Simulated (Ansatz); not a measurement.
# LaAl3As2H6O14 with one H vacancy: molecular dynamics, part 1 of 2

The plan is to see whether any ions leave their sites. Runs: 70 steps of 0.5 fs under a Langevin thermostat and barostat at 1500 K and 1 GPa; 130 steps of 0.5 fs under a Langevin thermostat at 1950 K. Host space group R-3m.

Program: Ansatz 0.2.0. Level of theory: DFT LDA, plane waves, PAW, scalar-relativistic, no spin polarisation. These are calculated values, not measurements.

## (1) The structure to begin with

The cell holds 25 atoms (Al3As2H5LaO14): a = 6.908 Å, b = 6.908 Å, c = 6.908 Å, α = 61.86°, β = 61.86°, γ = 61.86°.

Its coordinates follow in the input file.

## (2) Run 1

70 steps of 0.5 fs under a Langevin thermostat and barostat at 1500 K and 1 GPa.

input.yaml reads:

```yaml
crystal:
  lattice:
    - [3.550958, 2.050147, 5.560084]
    - [-3.550958, 2.050147, 5.560084]
    - [0.0, -4.100293, 5.560084]
  atoms:
    - { symbol: La, position: [0.0, 0.0, 0.0] }
    - { symbol: Al, position: [0.0, 0.0, 0.5] }
    - { symbol: Al, position: [0.5, 0.0, 0.0] }
    - { symbol: Al, position: [0.0, 0.5, 0.0] }
    - { symbol: H, position: [0.316, 0.734, 0.316] }
    - { symbol: H, position: [0.734, 0.316, 0.316] }
    - { symbol: H, position: [0.684, 0.266, 0.684] }
    - { symbol: H, position: [0.266, 0.684, 0.684] }
    - { symbol: H, position: [0.684, 0.684, 0.266] }
    - { symbol: As, position: [0.31492, 0.31492, 0.31492] }
    - { symbol: As, position: [0.68508, 0.68508, 0.68508] }
    - { symbol: O, position: [0.58543, 0.58543, 0.58543] }
    - { symbol: O, position: [0.41457, 0.41457, 0.41457] }
    - { symbol: O, position: [0.15022, 0.53576, 0.15022] }
    - { symbol: O, position: [0.15022, 0.15022, 0.53576] }
    - { symbol: O, position: [0.53576, 0.15022, 0.15022] }
    - { symbol: O, position: [0.84978, 0.46424, 0.84978] }
    - { symbol: O, position: [0.46424, 0.84978, 0.84978] }
    - { symbol: O, position: [0.84978, 0.84978, 0.46424] }
    - { symbol: O, position: [0.25974, 0.89155, 0.25974] }
    - { symbol: O, position: [0.25974, 0.25974, 0.89155] }
    - { symbol: O, position: [0.89155, 0.25974, 0.25974] }
    - { symbol: O, position: [0.74026, 0.10845, 0.74026] }
    - { symbol: O, position: [0.10845, 0.74026, 0.74026] }
    - { symbol: O, position: [0.74026, 0.74026, 0.10845] }
basis:
  ecutwfc: 420.0
kpoints:
  mp_grid: { grid: [2, 2, 2] }
hamiltonian:
  xc: lda
scf:
  occupations: { method: fermi_dirac, width: 0.05 }
  lower_state_search: "off"
md:
  timestep: 0.5
  n_steps: 70
  ensemble: npt_langevin
  temperature: 1500.0
  initial_velocities: maxwell_boltzmann
  seed: 705033
  friction: 0.05
  pressure: 1.0
  fix_cell: [shape]
```

Launch:

```console
> ansatz run input.yaml --threads 1 --pin off --max-ram 3072MiB --backend cpu --events-out ev --progress --plain --runs-dir out
```

The program printed (excerpt; [...] marks lines left out):

```text
Warning: md: disabling space-group detection — thermal motion breaks the input geometry's symmetry, so no spatial operation reduces the k-mesh or symmetrises the density; time reversal is kept, so that k and −k are solved as one point where they differ and the mesh holds both, and exact [...]
Warning: RAYON_NUM_THREADS=1 ignored (pool sized by the plan → 1); use --threads N
[...]
Pseudopotentials: kind: paw
Pseudopotential: La, paw, valence charge 11, recommended cutoff 420 eV (normal), La.paw.azcp
Pseudopotential: Al, paw, valence charge 3, recommended cutoff 420 eV (normal), Al.paw.azcp
Pseudopotential: H, paw, valence charge 1, recommended cutoff 420 eV (normal), H.paw.azcp
Pseudopotential: As, paw, valence charge 15, recommended cutoff 420 eV (normal), As.paw.azcp
Pseudopotential: O, paw, valence charge 6, recommended cutoff 420 eV (normal), O.paw.azcp
Functional definition: SPW92
[...]
Crystal: 25 atoms, lattice volume = 242.864 Å³
Basis set: ecut = 420 eV (smoothed over ±3.0 %; plane waves to 437.0 eV, density to 1747.9 eV), 5011 PW (Γ)
Bands: 95, of which v1, the nominal top of the filled ones, is band 70 counted from 1 (69 counted from 0)
Symmetry: 1 space group operations
k-points: 8
[...]
SCF iter   1: F=—  HF=-25028.038409 eV  |F-HF|=—  |Δ(HF+E_count)|=         —  Δρ=3.18e-2  dr2=2.85e0  ethr=1.77e-3  ⟨swp⟩=6.0  Hψ=3344  notcnv=0  defer=50
[...]
SCF iter  17: F=-25027.450011 eV  HF=-25027.450011 eV  |F-HF|=4.59e-9  |Δ(HF+E_count)|=   3.30e-9  Δρ=2.41e-6  dr2=6.93e-9  ethr=1.80e-11  ⟨swp⟩=4.0  Hψ=2228  notcnv=0
[...]
md step     0: t =     0.00 fs  T =  1440.0 K  F+E_penalty+E_count = -25027.45001053 eV  E_kin = 4.653360 eV  conserved = -25021.99077369 eV  P_inst = 0.2870 GPa  V = 242.8640 Å³  selection 1  (17 SCF iters)
[...]
md step     4: t =     2.00 fs  T =  1779.0 K  F+E_penalty+E_count = -25028.20304072 eV  E_kin = 5.748798 eV  conserved = -25022.01809394 eV  P_inst = -4.4819 GPa  V = 243.1408 Å³  selection 1  (12 SCF iters)
[...]
md step     8: t =     4.00 fs  T =  1162.1 K  F+E_penalty+E_count = -25026.83007003 eV  E_kin = 3.755313 eV  conserved = -25021.99404144 eV  P_inst = -8.0928 GPa  V = 243.4153 Å³  selection 1  (10 SCF iters)
[...]
md step    12: t =     6.00 fs  T =  1088.2 K  F+E_penalty+E_count = -25026.34979650 eV  E_kin = 3.516523 eV  conserved = -25021.99392433 eV  P_inst = -8.0677 GPa  V = 243.9315 Å³  selection 1  (10 SCF iters)
[...]
md step    16: t =     8.00 fs  T =  1403.6 K  F+E_penalty+E_count = -25026.40014155 eV  E_kin = 4.535672 eV  conserved = -25022.01147438 eV  P_inst = -4.9198 GPa  V = 244.3892 Å³  selection 1  (11 SCF iters)
md step    17: t =     8.50 fs  T =  1325.2 K  F+E_penalty+E_count = -25026.20418417 eV  E_kin = 4.282434 eV  conserved = -25022.00582270 eV  P_inst = -3.9175 GPa  V = 244.4902 Å³  selection 1  (10 SCF iters)
```

## (3) The output, continued: dynamics from the start

Output, continued (excerpt; [...] marks lines left out):

```text
md step    18: t =     9.00 fs  T =  1225.4 K  F+E_penalty+E_count = -25025.97003100 eV  E_kin = 3.959790 eV  conserved = -25021.99638140 eV  P_inst = -3.0935 GPa  V = 244.5946 Å³  selection 1  (12 SCF iters)
[...]
md step    31: t =    15.50 fs  T =  1120.8 K  F+E_penalty+E_count = -25025.19767527 eV  E_kin = 3.621805 eV  conserved = -25021.99349429 eV  P_inst = -9.4388 GPa  V = 245.2902 Å³  selection 1  (12 SCF iters)
[...]
md step    44: t =    22.00 fs  T =  1376.8 K  F+E_penalty+E_count = -25023.98105710 eV  E_kin = 4.448986 eV  conserved = -25021.99138945 eV  P_inst = -5.5868 GPa  V = 244.7050 Å³  selection 1  (12 SCF iters)
[...]
md step    57: t =    28.50 fs  T =  1557.4 K  F+E_penalty+E_count = -25023.85224943 eV  E_kin = 5.032887 eV  conserved = -25021.99860430 eV  P_inst = -7.0157 GPa  V = 242.4786 Å³  selection 1  (11 SCF iters)
[...]
  atom   4  Al    -0.05733648    -0.57842092     0.50674269
  atom   5  H      5.10183449    -3.96332780    -1.48326763
  atom   6  H     -0.00553922     0.34951284     0.93644581
  atom   7  H      0.24875359    -0.69121546    -0.06728743
  atom   8  H     -1.48967384    -1.61272097    -1.79120879
[...]
--- Stress (GPa, compression-positive) ---
       -7.438119      -1.553834      -3.029759
       -1.553834      -3.700972       2.613075
       -3.029759       2.613075     -10.057871
  P = ⅓ Tr σ = -7.0657 GPa (-70.657 kbar)
--- MD trajectory: 70 steps, t = 0.0 → 35.0 fs ---
  final state: T = 1630.8 K   F+E_penalty+E_count = -25024.14373427 eV   E_kin = 5.270014 eV
  conserved energy: peak-to-peak 2.865e-2 eV (1.146e-3 eV/atom) over 35.0 fs
  cell: V = 240.7903 Å³ at the end; means of 71 rows, the approach among them: V = 243.7743 Å³, P_inst = -6.2047 GPa
  mean static stress (GPa): xx -10.2549  yy -6.4571  zz -7.8955  yz 0.8737  xz -0.8845  xy 0.2694
  the result is of one more SCF, on plane waves selected at the last cell: its energy does not rank with the rows'
```

Run time: 12 min. Hardware: 1 thread of Arm Neoverse V2, shared host; peak memory 0.71 GiB.

## (4) The trajectory

The trajectory, every 4 steps (energies from step 0); msd is the mean square displacement from the start, the centre of mass held:

```csv
time (fs),T (K),potential energy change (meV/atom),conserved energy change (meV/atom),volume (Å³/atom),pressure (GPa),msd H (Å²),msd O (Å²),msd Al (Å²),msd As (Å²)
0.0,1440,0.0,0.00,9.71,0.3,0.000,0.000,0.000,0.000
2.0,1779,-30.1,-1.09,9.73,-4.5,0.025,0.001,0.001,0.000
4.0,1162,24.8,-0.13,9.74,-8.1,0.083,0.003,0.002,0.001
6.0,1088,44.0,-0.13,9.76,-8.1,0.106,0.006,0.003,0.001
8.0,1404,42.0,-0.83,9.78,-4.9,0.103,0.011,0.005,0.002
10.0,1351,65.0,-0.33,9.79,-2.1,0.090,0.016,0.006,0.003
12.0,1146,69.2,0.05,9.80,-3.2,0.072,0.023,0.007,0.004
14.0,1103,65.7,-0.44,9.81,-7.5,0.073,0.030,0.008,0.005
16.0,1142,96.5,-0.07,9.81,-9.7,0.093,0.036,0.008,0.005
18.0,1328,98.2,-0.22,9.82,-9.7,0.107,0.041,0.009,0.006
20.0,1529,97.6,-0.55,9.81,-7.7,0.127,0.044,0.010,0.007
22.0,1377,138.8,-0.02,9.79,-5.6,0.173,0.047,0.012,0.008
24.0,1472,123.4,-0.69,9.76,-7.1,0.219,0.050,0.013,0.009
26.0,1267,135.8,-0.20,9.74,-7.7,0.252,0.053,0.015,0.009
28.0,1571,144.4,-0.36,9.71,-7.0,0.287,0.055,0.016,0.011
30.0,1675,136.5,-0.22,9.68,-6.5,0.294,0.055,0.017,0.015
32.0,1793,110.3,-0.48,9.66,-5.5,0.264,0.056,0.018,0.019
34.0,1676,124.8,-0.12,9.64,-4.6,0.226,0.059,0.017,0.023
35.0,1631,132.3,-0.05,9.63,-4.7,0.206,0.060,0.017,0.026
```

time (fs), T (K) and a bar:
```
      0.0       1440 ##############
      1.5       1798 ###########################
      3.0       1346 ##########
      4.5       1085 #
      6.0       1088 #
      7.5       1310 #########
      9.0       1225 ######
     10.5       1282 ########
     12.0       1146 ###
     13.5       1205 #####
     15.0       1102 #
     16.5       1066 
     18.5       1444 ##############
     20.0       1529 #################
     21.5       1481 ###############
     23.0       1392 ############
     24.5       1545 #################
     26.0       1267 #######
     27.5       1425 #############
     29.0       1620 ####################
     30.5       1888 ##############################
     32.0       1793 ###########################
     33.5       1689 #######################
     35.0       1631 #####################
```

Bonds that form or break, judged by distance (formed within 1.15 times the sum of covalent radii and held on average over 12 fs, broken when stretched by half; pairs already stretched at the start don't count as bonds):

```csv
time (fs),bond,event
22.5,H9–O25,breaks
26.0,H9–O12,forms
```

Pair distribution over the second half of the run:

```csv
r (Å),g O–O,g H–O,g Al–O
0.68,0.00,0.00,0.00
0.84,0.00,0.88,0.00
1.00,0.00,4.38,0.00
1.16,0.00,2.43,0.00
1.32,0.00,0.96,0.00
1.48,0.00,0.60,0.00
1.64,0.00,1.17,0.16
1.80,0.00,0.55,3.44
1.96,0.00,0.26,7.75
2.12,0.00,0.06,2.13
2.28,0.36,0.27,0.18
2.44,1.09,1.13,0.00
2.60,2.36,1.63,0.00
2.76,3.34,1.68,0.00
```

First peaks of g(r) (not always the tallest), and, where a minimum follows, the mean number of second-named atoms round a first-named one up to the next minimum:

```csv
pair,peak (Å),height,minimum (Å),neighbours
H–O,1.00,4.4,1.48,1.2
Al–O,1.96,7.7,2.44,6.0
```

## (5) Positions and forces

Extended XYZ, with forces in eV/Å:

```xyz
25
Lattice="3.559 2.055 5.573 -3.559 2.055 5.573 0.000 -4.110 5.573" Properties=species:S:1:pos:R:3:forces:R:3 pbc="T T T" time_fs=9.0 T=1225 dE=1.4800
La   -0.021   -0.025   -0.036   -0.062    0.057    1.036
Al   -0.072   -2.071    2.827    1.246   -0.354   -0.240
Al    1.779    1.091    2.783    0.156   -1.237   -0.102
Al   -1.832    1.048    2.841    2.342    0.540   -1.326
H    -1.598    0.937    7.527    4.891   -3.011   -2.410
H     1.569    0.805    7.619   -3.367   -1.952   -1.738
H     1.272   -1.052    8.855   -1.382    1.353    0.589
H    -1.496   -0.674    9.124    0.928   -0.198    0.283
H     0.140    1.445    8.678   -0.664    2.781    1.440
As   -0.013   -0.055    5.293    1.246    1.553   -2.712
As   -0.028   -0.017   11.417    0.036    2.670   -0.462
O     0.026    0.122    9.755   -0.400   -0.760    0.051
O     0.069    0.039    6.884   -0.246    0.397    2.540
O    -1.365    0.898    4.636    1.332   -1.377    0.997
O     0.066   -1.687    4.766   -0.405    0.989   -1.131
O     1.520    0.847    4.706   -2.187   -1.323   -0.073
O     1.312   -0.716   12.086    1.646   -1.290    0.628
O    -1.428   -0.650   12.056   -0.712   -1.139    0.317
O     0.015    1.605   12.109   -0.042   -0.328   -0.194
O    -2.299    1.350    7.888   -4.263    2.263    2.407
O     0.050   -2.728    7.895   -1.267    0.018    0.122
O     2.297    1.260    7.951    2.102    2.603    1.212
O     2.205   -1.301    8.853    1.716   -0.515   -0.259
O    -2.221   -1.302    8.874   -1.601    0.565   -0.172
O     0.069    2.560    8.777   -1.045   -2.303   -0.805
25
Lattice="3.563 2.057 5.580 -3.563 2.057 5.580 0.000 -4.115 5.580" Properties=species:S:1:pos:R:3:forces:R:3 pbc="T T T" time_fs=17.5 T=1324 dE=2.5014
La   -0.053   -0.035   -0.046    0.397   -0.036    1.588
Al   -0.112   -2.108    2.852    1.576    0.081   -0.849
Al    1.810    1.090    2.813   -0.112   -1.024   -0.229
Al   -1.816    1.029    2.868    2.074    0.243   -1.471
H    -1.307    1.123    7.420   -2.657   -0.336    1.077
H     1.426    0.739    7.419    1.229    1.130    1.303
H     1.217   -0.851    9.033    0.792   -0.084    0.137
H    -1.290   -0.738    9.037   -1.291   -0.641    0.051
H     0.021    1.341    9.267    0.384    1.304   -0.445
As   -0.014   -0.091    5.318    1.636    1.794   -0.447
As   -0.034    0.001   11.423   -0.476    2.335    3.670
O     0.050    0.147    9.779   -0.143    0.407   -1.959
O     0.056    0.083    6.977   -0.355    0.606    0.274
O    -1.347    0.930    4.675    1.777   -1.837    1.110
O     0.133   -1.748    4.866   -0.999    1.832   -1.570
O     1.629    0.777    4.847   -3.033   -1.429   -0.936
O     1.353   -0.612   12.133    0.670   -1.236   -0.492
O    -1.526   -0.509   12.067    1.041   -1.166   -0.225
O     0.035    1.627   12.122   -0.113   -0.737   -0.407
O    -2.376    1.391    7.838    3.932   -0.759   -0.839
O     0.042   -2.843    7.890   -0.899    0.400    0.392
O     2.288    1.268    7.965   -2.563   -1.055   -1.237
O     2.122   -1.313    8.881    0.272    1.046    0.273
O    -2.171   -1.273    8.923   -0.044    0.718   -0.285
O     0.121    2.556    8.718   -3.095   -1.556    1.517
25
Lattice="3.554 2.052 5.564 -3.554 2.052 5.564 0.000 -4.103 5.564" Properties=species:S:1:pos:R:3:forces:R:3 pbc="T T T" time_fs=26.0 T=1267 dE=3.3961
La   -0.082   -0.039   -0.043    0.277   -0.275    1.783
Al   -0.146   -2.184    2.856    1.268    1.898   -1.712
Al    1.854    1.057    2.831   -1.197   -1.490   -0.729
Al   -1.777    1.024    2.818   -0.433   -0.447   -0.355
H    -1.429    1.036    7.134   -1.865    0.140    1.990
H     1.113    0.982    7.514    1.194   -0.407    0.192
H     1.345   -0.677    9.097   -2.994    1.878    0.565
H    -1.154   -1.070    9.104   -1.982    1.162   -0.439
H    -0.255    1.166    9.633    0.907   -0.105   -1.553
As    0.021   -0.133    5.330    2.399    3.831    2.586
As   -0.048   -0.008   11.445    1.300    0.221    1.489
O     0.075    0.157    9.731   -0.889    0.352    0.759
O     0.108    0.176    7.064   -1.198   -0.374   -1.843
O    -1.285    0.798    4.790   -0.199   -0.132   -0.798
O     0.195   -1.679    4.828   -1.085   -1.183   -2.046
O     1.566    0.732    4.876   -2.128   -1.116   -1.330
O     1.451   -0.586   12.039   -0.797   -0.897   -0.625
O    -1.549   -0.501   11.983    0.440   -1.522    0.598
O     0.002    1.551   12.042   -0.136    1.292    1.186
O    -2.364    1.379    7.684    2.531   -0.910   -0.797
O    -0.036   -2.861    7.790    0.560    0.526    0.955
O     2.127    1.323    7.910    0.086   -1.478   -0.054
O     2.004   -1.310    8.924    4.683   -1.140   -0.774
O    -2.161   -1.229    8.884    0.674   -1.466    0.193
O     0.045    2.521    8.713   -1.415    1.641    0.760
25
Lattice="3.541 2.044 5.544 -3.541 2.044 5.544 0.000 -4.089 5.544" Properties=species:S:1:pos:R:3:forces:R:3 pbc="T T T" time_fs=35.0 T=1631 dE=3.3063
La   -0.106   -0.025    0.007    0.544   -0.234    0.691
Al   -0.181   -2.207    2.837   -0.341    1.950   -0.740
Al    1.805    0.991    2.847   -2.385    0.332   -0.751
Al   -1.782    1.025    2.800   -0.057   -0.579    0.507
H    -1.673    0.824    7.378    5.102   -3.963   -1.484
H     1.099    0.735    7.197   -0.005    0.349    0.937
H     1.088   -0.601    9.127    0.249   -0.691   -0.067
H    -1.444   -0.653    9.286   -1.490   -1.613   -1.791
H    -0.114    1.183    9.368    0.441   -0.229   -0.438
As    0.139   -0.145    5.350   -2.856    5.029    1.687
As   -0.048   -0.013   11.477    1.352    0.792   -0.309
O     0.015    0.073    9.648   -1.872    1.734    1.795
O     0.118    0.258    7.050   -0.293   -1.312   -1.628
O    -1.287    0.706    4.771    0.651   -0.325   -0.434
O     0.231   -1.594    4.705   -0.558   -3.974   -1.993
O     1.502    0.660    4.863    0.641    0.637   -1.646
O     1.524   -0.677   11.958   -2.989    0.700   -0.532
O    -1.556   -0.588   12.023    1.903    0.251   -0.526
O    -0.017    1.651   11.957   -0.192   -1.629    0.994
O    -2.300    1.417    7.563   -4.814    2.564    2.844
O    -0.049   -2.844    7.687   -0.049    0.163    1.542
O     2.065    1.323    7.889    1.675   -1.071   -0.002
O     1.887   -1.254    8.986    2.675   -0.138   -0.997
O    -2.223   -1.270    8.760    0.839    1.520    1.655
O    -0.100    2.617    8.765    1.830   -0.263    0.686
```

Reading of run 1. Against a set 1500 K the second half averages 1549 K with a spread of 171 K (in equilibrium 25 atoms would scatter by about 245 K, over a far longer run). The conserved energy strays from its start by at most 1.09 meV/atom, 0.6 % of the mean kinetic energy, which is good for a step of 0.5 fs. The bonding pattern changes, first at 22.5 fs: H9–O25 breaks. The farthest move is 0.78 Å against a mean nearest distance of 1.8 Å: a large displacement, and the run is too short to tell whether atoms leave their places. The volume changes by -0.9 % from first to last step, and is still moving at the end, so it is no equilibrium value.

## (6) Run 2

130 steps of 0.5 fs under a Langevin thermostat at 1950 K, starting from the last frame of an earlier run, with new velocities.

input.yaml reads:

```yaml
crystal:
  lattice:
    - [3.5408227312, 2.0442953985, 5.5442142133]
    - [-3.5408227312, 2.0442953985, 5.5442142133]
    - [0.0, -4.0885898, 5.5442142133]
  atoms:
    - { symbol: La, position: [-0.01658454, 0.01335431, 0.00449864] }
    - { symbol: Al, position: [-0.03486116, 0.01613536, 0.53050131] }
    - { symbol: Al, position: [0.50689186, -0.00287906, 0.00955546] }
    - { symbol: Al, position: [0.00037247, 0.50349755, 0.00125453] }
    - { symbol: H, position: [0.27457642, 0.74700432, 0.30926206] }
    - { symbol: H, position: [0.64781862, 0.33734229, 0.31288055] }
    - { symbol: H, position: [0.65331141, 0.3461131, 0.64669982] }
    - { symbol: H, position: [0.30113933, 0.7090804, 0.66472187] }
    - { symbol: H, position: [0.6437101, 0.67576685, 0.37029097] }
    - { symbol: As, position: [0.32949347, 0.29018962, 0.34525347] }
    - { symbol: As, position: [0.68222049, 0.69582229, 0.69208813] }
    - { symbol: O, position: [0.58813874, 0.58389163, 0.56823067] }
    - { symbol: O, position: [0.46147122, 0.42827914, 0.38179209] }
    - { symbol: O, position: [0.16261775, 0.52618795, 0.17167867] }
    - { symbol: O, position: [0.18551576, 0.1202991, 0.5428884] }
    - { symbol: O, position: [0.55830508, 0.13402026, 0.18478592] }
    - { symbol: O, position: [0.87900897, 0.44852953, 0.82931329] }
    - { symbol: O, position: [0.45519022, 0.89464321, 0.81865557] }
    - { symbol: O, position: [0.85107653, 0.85584985, 0.44965027] }
    - { symbol: O, position: [0.24538077, 0.89497112, 0.22369291] }
    - { symbol: O, position: [0.22338838, 0.23723975, 0.92583435] }
    - { symbol: O, position: [0.87381693, 0.29060677, 0.2585489] }
    - { symbol: O, position: [0.70455501, 0.17155552, 0.74466945] }
    - { symbol: O, position: [0.10917617, 0.73710288, 0.73372278] }
    - { symbol: O, position: [0.72622, 0.75444764, 0.1003411] }
basis:
  ecutwfc: 420.0
kpoints:
  mp_grid: { grid: [2, 2, 2] }
hamiltonian:
  xc: lda
scf:
  occupations: { method: fermi_dirac, width: 0.05 }
  lower_state_search: "off"
md:
  timestep: 0.5
  n_steps: 130
  ensemble: nvt_langevin
  temperature: 1950.0
  initial_velocities: maxwell_boltzmann
  seed: 562008
  friction: 0.02
```

Launch:

```console
> ansatz run input.yaml --threads 1 --pin off --max-ram 3072MiB --backend cpu --events-out ev --progress --plain --runs-dir out
```

The program printed (excerpt; [...] marks lines left out):

```text
Warning: md: disabling space-group detection — thermal motion breaks the input geometry's symmetry, so no spatial operation reduces the k-mesh or symmetrises the density; time reversal is kept, so that k and −k are solved as one point where they differ and the mesh holds both, and exact [...]
Warning: RAYON_NUM_THREADS=1 ignored (pool sized by the plan → 1); use --threads N
[...]
Pseudopotentials: kind: paw
Pseudopotential: La, paw, valence charge 11, recommended cutoff 420 eV (normal), La.paw.azcp
Pseudopotential: Al, paw, valence charge 3, recommended cutoff 420 eV (normal), Al.paw.azcp
Pseudopotential: H, paw, valence charge 1, recommended cutoff 420 eV (normal), H.paw.azcp
Pseudopotential: As, paw, valence charge 15, recommended cutoff 420 eV (normal), As.paw.azcp
Pseudopotential: O, paw, valence charge 6, recommended cutoff 420 eV (normal), O.paw.azcp
Functional definition: SPW92
[...]
Crystal: 25 atoms, lattice volume = 240.790 Å³
Basis set: ecut = 420 eV, 4729 PW (Γ)
Bands: 95, of which v1, the nominal top of the filled ones, is band 70 counted from 1 (69 counted from 0)
Symmetry: 1 space group operations
k-points: 8
[...]
SCF iter   1: F=—  HF=-25024.493804 eV  |F-HF|=—  |Δ(HF+E_count)|=         —  Δρ=2.28e-2  dr2=1.36e0  ethr=1.77e-3  ⟨swp⟩=6.0  Hψ=3293  notcnv=0  defer=17
[...]
md step     0: t =     0.00 fs  T =  1872.0 K  F+E_penalty+E_count = -25024.14574186 eV  E_kin = 6.049368 eV  (17 SCF iters)
[...]
md step     9: t =     4.50 fs  T =  1625.6 K  F+E_penalty+E_count = -25023.30192553 eV  E_kin = 5.253258 eV  (8 SCF iters)
[...]
md step    18: t =     9.00 fs  T =  2047.8 K  F+E_penalty+E_count = -25024.13031783 eV  E_kin = 6.617558 eV  (8 SCF iters)
[...]
md step    27: t =    13.50 fs  T =  1716.6 K  F+E_penalty+E_count = -25023.21276361 eV  E_kin = 5.547340 eV  (9 SCF iters)
[...]
md step    36: t =    18.00 fs  T =  1898.4 K  F+E_penalty+E_count = -25022.76519200 eV  E_kin = 6.134558 eV  (8 SCF iters)
md step    37: t =    18.50 fs  T =  1874.9 K  F+E_penalty+E_count = -25022.65708337 eV  E_kin = 6.058758 eV  (8 SCF iters)
```

(Continued in part 2 of 2.)
